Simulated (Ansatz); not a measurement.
# C2H2ClFOZr: how energies converge with the basis set

Aim: see how fast density functionals converge with the basis set for C2H2ClFOZr.

Method: one geometry, several basis sets; program: Ansatz 0.2.0, Gaussian basis.

The runs, in order: PBE0-D4/def2-SVP; ωB97M-V/def2-SVP; PBE0-D4/def2-QZVPP; ωB97M-V/def2-QZVPP; the functionals' def2-TZVPP values are taken from earlier runs.

### Step 1. Structure used throughout

All runs share one geometry, relaxed beforehand with PBE0-D4 in a triple-zeta def2 set. Zr takes the def2 core potential; no spin-orbit term is included.

8 atoms, charge 0, spin multiplicity 1.

Atoms are counted from 1 here; the program's logs count them from 0.

Bond lengths: C1–C2 1.215 Å, C1–H7 1.067 Å, C2–Zr3 2.180 Å, Zr3–O4 1.888 Å, Zr3–F5 1.894 Å, Zr3–Cl6 2.349 Å, O4–H8 0.954 Å. Angles: C2–C1–H7 179.9°, C1–C2–Zr3 178.7°, C2–Zr3–O4 107.6°, C2–Zr3–F5 108.9°, C2–Zr3–Cl6 109.3°, O4–Zr3–F5 109.9°, O4–Zr3–Cl6 110.8°, F5–Zr3–Cl6 110.3°, Zr3–O4–H8 173.8°.

### Step 2. PBE0-D4 in def2-SVP

in.yaml reads:

```yaml
crystal:
  periodic: [false, false, false]
  atoms:
    - {symbol: C, position_ang: [1.505053, -1.791759, -0.951870]}
    - {symbol: C, position_ang: [0.862363, -0.842573, -0.549015]}
    - {symbol: Zr, position_ang: [-0.255737, 0.891869, 0.153686]}
    - {symbol: O, position_ang: [-1.874067, 0.265546, 0.896896]}
    - {symbol: F, position_ang: [-0.618238, 2.025532, -1.319370]}
    - {symbol: Cl, position_ang: [1.014985, 2.031444, 1.767223]}
    - {symbol: H, position_ang: [2.071233, -2.624502, -1.305670]}
    - {symbol: H, position_ang: [-2.705581, 0.044452, 1.308112]}
basis:
  gaussian: {orbitals: def2-SVP}
hamiltonian: {xc: pbe0, dispersion: d4}
output: {orbitals: {seedname: orbitals}}
```

Run with:

```sh
$ ansatz run in.yaml --threads 4 --pin off --events-out ev --progress --plain --max-ram 10444MiB
```

After this run come: ωB97M-V in def2-SVP; PBE0-D4 in def2-QZVPP; ωB97M-V in def2-QZVPP.

Q: Predict the results of all the runs planned. Wanted: PBE0-D4: double and triple zeta above quadruple; ωB97M-V: double and triple zeta above quadruple.

As calculated:

```
                                       quantity           value
PBE0-D4: double and triple zeta above quadruple  13.64, 0.82 eV
ωB97M-V: double and triple zeta above quadruple  13.76, 0.77 eV
```

**Reading.** For PBE0-D4 the step from double to triple zeta gains 12.82 eV and the next only 0.82 eV. Total energies overstate the basis error of differences, where much of it tends to cancel.
